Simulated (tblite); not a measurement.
# C5H15GeN: the cost of one run

Programs: tblite 0.8.0 and PySCF 2.14.0, with density-fitted response routines of our own. Each step states its level of theory. These are calculated values for one molecule, in the gas phase or a continuum, unless marked as measured. Atoms are numbered from 0 throughout.

## 1. Starting geometry

22 atoms, charge 0, multiplicity 1; geometry from: force field or distance geometry start.

Bonds of the start (Å): C0–C1 1.54, C1–C2 1.51, C2–Ge3 1.96, Ge3–N4 1.89, N4–C5 1.47, N4–C6 1.47, C0–H7 1.12, C0–H8 1.11, C0–H9 1.11, C1–H10 1.12, C1–H11 1.12, C2–H12 1.12, C2–H13 1.11, Ge3–H14 1.54, Ge3–H15 1.53, C5–H16 1.11, C5–H17 1.11, C5–H18 1.11, C6–H19 1.12, C6–H20 1.11, C6–H21 1.11.

## 2. Geometry optimisation with GFN2-xTB

The job: settings as JSON, then the geometry in Å.

```
{"job": {"kind": "relax", "xc": "GFN2-xTB", "basis": "xTB"}, "charge": 0, "multiplicity": 1}
C      3.225900    -0.174400     0.884300
C      1.811500    -0.565400     0.421800
C      1.352300     0.301600    -0.724900
Ge    -0.446400    -0.220800    -1.301700
N     -1.626900    -0.179300     0.174900
C     -1.800400     1.214900     0.591100
C     -2.914000    -0.733600    -0.256400
H      3.231500     0.889100     1.234400
H      3.946500    -0.294300     0.052500
H      3.530200    -0.823700     1.731400
H      1.825200    -1.637000     0.112400
H      1.112700    -0.467300     1.290400
H      1.310800     1.372500    -0.407500
H      2.036000     0.198700    -1.596000
H     -0.385800    -1.664000    -1.849900
H     -0.947700     0.729800    -2.393200
H     -2.497800     1.272500     1.455500
H     -0.824900     1.620700     0.940500
H     -2.185200     1.852900    -0.228000
H     -3.623900    -0.728100     0.604700
H     -3.355300    -0.153100    -1.093900
H     -2.785000    -1.792400    -0.563400
```

Run with:

```
$ OMP_NUM_THREADS=1 python probes_run.py task.json out
```

The driver reads the jobs from task.json and runs them one after another.

Q: Estimate the wall time of this first job on 1 thread of Intel Xeon Platinum 8259CL at 2.50GHz, shared host.

About 1.2 s.
